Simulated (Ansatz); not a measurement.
# B2Cl4H2: the cost of one run

Program: Ansatz 0.2.0, Gaussian basis. Level of theory: the settings change from run to run. These are calculated values, not measurements.

**1. The molecule**

An earlier PBE0-D4 in a triple-zeta def2 set relaxation fixed the geometry.

SMILES `Cl[B@H-]1[Cl+][B@H-](Cl)[Cl+]1`, 8 atoms, charge 0, spin multiplicity 1.

Atoms are counted from 1 here; the program's logs count them from 0.

Bond lengths: Cl1–B2 1.765 Å, B2–Cl3 1.962 Å, B2–Cl6 1.962 Å, B2–H7 1.185 Å, Cl3–B4 1.962 Å, B4–Cl5 1.765 Å, B4–Cl6 1.962 Å, B4–H8 1.185 Å. Angles: Cl1–B2–Cl3 112.2°, Cl1–B2–Cl6 112.2°, Cl1–B2–H7 118.8°, Cl3–B2–Cl6 93.9°, Cl3–B2–H7 108.4°, Cl6–B2–H7 108.4°, B2–Cl3–B4 86.1°, Cl3–B4–Cl5 112.2°, Cl3–B4–Cl6 93.9°, Cl3–B4–H8 108.4°, Cl5–B4–Cl6 112.2°, Cl5–B4–H8 118.8°, Cl6–B4–H8 108.4°, B2–Cl6–B4 86.1°.

**2. SPW92/ANO-RCC-VTZP**

The input, in.yaml:

```yaml
crystal:
  periodic: [false, false, false]
  atoms:
    - {symbol: Cl, position_ang: [0.859291, 0.372635, 2.575041]}
    - {symbol: B, position_ang: [1.005375, 0.342227, 0.816277]}
    - {symbol: Cl, position_ang: [-0.414519, 1.371738, -0.063797]}
    - {symbol: B, position_ang: [-1.004203, -0.341928, -0.816097]}
    - {symbol: Cl, position_ang: [-0.875739, -0.377621, -2.576020]}
    - {symbol: Cl, position_ang: [0.423776, -1.369406, 0.053101]}
    - {symbol: H, position_ang: [2.042322, 0.638425, 0.324427]}
    - {symbol: H, position_ang: [-2.036304, -0.636070, -0.312923]}
basis:
  gaussian: {orbitals: ANO-RCC-VTZP}
hamiltonian: {xc: {name: SPW92}}
output: {forces: true}
```

Run with:

```bash
$ ansatz run in.yaml --threads 4 --pin off --events-out ev --progress --plain --max-ram 10444MiB
```

What time and memory should one allow on 4 threads of Arm Neoverse V2, shared host?

About 4.9 s, with a peak of 0.53 GiB.
